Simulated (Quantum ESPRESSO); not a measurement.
Slab: Ti, a slab with vacuum.

```
Ti
1.0
     2.95000    0.00000    0.00000
    -1.47500    2.55477    0.00000
     0.00000    0.00000   24.37200
Ti
5
Direct
  0.33333 0.66667 0.30773
  0.66667 0.33333 0.40387
  0.33333 0.66667 0.50000
  0.66667 0.33333 0.59613
  0.33333 0.66667 0.69227
```

A sound run:

* Program: Quantum ESPRESSO 7.5
* Task: work function
* Functional: PBE
* Potentials or basis: PseudoDojo 0.4.1 SR PBE standard
* Cutoff: 1143 eV
* Density cutoff: 4572 eV
* k mesh: 10 × 10 × 1
* Occupations: fermi-dirac, width 0.05 eV
* Spin: no spin polarisation

It gives largest force 0.628 eV/Å; band gap on the k mesh none (metal or under the smearing width).

Q: What do these careless settings give instead: cutoff 571 eV in place of 1143 eV; density cutoff 2286 eV in place of 4572 eV?

A: Largest force 0.838 eV/Å; band gap on the k mesh none (metal or under the smearing width). The run converged, but these numbers show the error of the settings and aren't properties of the slab.
